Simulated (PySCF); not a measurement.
# C2H6AlF (AlMe2F): the cost of one run

Computed with PySCF 2.14.0 and routines of our own; the level stands in each step. Atoms count from 0.

## 1. The system as given

10 atoms, charge 0, multiplicity 1; geometry from: GFN2-xTB.

## 2. Magnetic properties: GIAO KT3/def2-SVP

The job: settings as JSON, then the geometry in Å.

```
{"job": {"kind": "mag", "xc": "KT3", "basis": "def2-SVP"}, "charge": 0, "multiplicity": 1}
Al    -0.310780    -0.530150    -0.003020
C      1.670140    -0.707380     0.000560
H      2.127840    -0.302030     0.906520
H      2.141380    -0.187370    -0.837070
H      1.959030    -1.761140    -0.064640
C     -1.432550     1.112340     0.002970
H     -1.326500     1.697000    -0.914480
H     -1.186840     1.789010     0.824820
H     -2.491340     0.851900     0.098160
F     -1.150370    -1.962180    -0.013820
```

With the program's defaults for keys left out, this is: GIAO KT3/def2-SVP magnetisability, rotational g tensor and spin-rotation constants, non-relativistic, gas phase.

Started as:

```sh
$ OMP_NUM_THREADS=1 python excited_run.py task.json out
```

The driver reads the jobs from task.json and runs them one after another.

Q: Estimate the wall time and peak memory of this first job on 1 thread of Arm Neoverse N1, shared host.

About 11 s, with a peak of 0.33 GiB.
